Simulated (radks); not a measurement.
# Ionisation of Rh⁺: one atom, several choices of functional

One table from this session's results is given with a row withheld; the runs are named, their logs left out.

Program: radks (a radial shooting solver on a logarithmic mesh, Libxc functionals) version 1. Level of theory: Dirac Kohn-Sham, spin-unpolarised, spherical densities, finite nucleus; open shells fill j = l - 1/2 first. These are calculated values, not measurements, unless marked.

## The atom as given

```
element       : rhodium (Z = 45)
charge        : +1
electrons     : 44
configuration : [Kr] 4d8
ion           : Rh²⁺, [Kr] 4d7
choices       : AM05; OLYP; Wu-Cohen GGA; LDA (Slater exchange, VWN5 correlation); XLYP; RPBE; exchange-only B88; exchange-only PBE; SOGGA
```

Set-up of the first run:

The run's settings:

```text
Z 45
configuration [Kr] 4d8
relativity Dirac
functional am05,am05
spin unpolarised
j_filling energy
nucleus finite rms 4.4945 fm
c 137.035999084
```

Steps of the session up to this table: AM05: Rh⁺; AM05: Rh²⁺; OLYP: Rh⁺; OLYP: Rh²⁺; Wu-Cohen GGA: Rh⁺; Wu-Cohen GGA: Rh²⁺; LDA (Slater exchange, VWN5 correlation): Rh⁺; LDA (Slater exchange, VWN5 correlation): Rh²⁺; XLYP: Rh⁺; XLYP: Rh²⁺; RPBE: Rh⁺; RPBE: Rh²⁺; exchange-only B88: Rh⁺; exchange-only B88: Rh²⁺; exchange-only PBE: Rh⁺; exchange-only PBE: Rh²⁺; SOGGA: Rh⁺; SOGGA: Rh²⁺.

One table of the session follows, with a row left open; its other results are not shown here.

| functional | Δ-SCF (eV) | −ε(HOMO) (eV) | <r> HOMO (bohr) |
| --- | --- | --- | --- |
| AM05 | 19.276 | 13.369 | 1.554 |
| OLYP | 19.250 | 13.290 | 1.546 |
| Wu-Cohen GGA | 19.303 | 13.396 | 1.554 |
| LDA (Slater exchange, VWN5 correlation) | 19.557 | 13.657 | 1.558 |
| XLYP | 19.260 | 13.370 | 1.564 |
| RPBE | 19.214 | 13.302 | 1.555 |
| exchange-only B88 | 18.249 | 12.416 | 1.571 |
| exchange-only PBE | 18.276 | 12.450 | 1.575 |
| SOGGA | ? | ? | ? |

Estimate the missing values for SOGGA.

**Answer.** Δ-SCF (eV): 19.186; −ε(HOMO) (eV): 13.282; <r> HOMO (bohr): 1.554. In the column «Δ-SCF (eV)» it lies between exchange-only PBE (18.276) and RPBE (19.214).

Spin polarisation and multiplet splitting are left out, so open shells lie too high by an amount that depends on their filling.
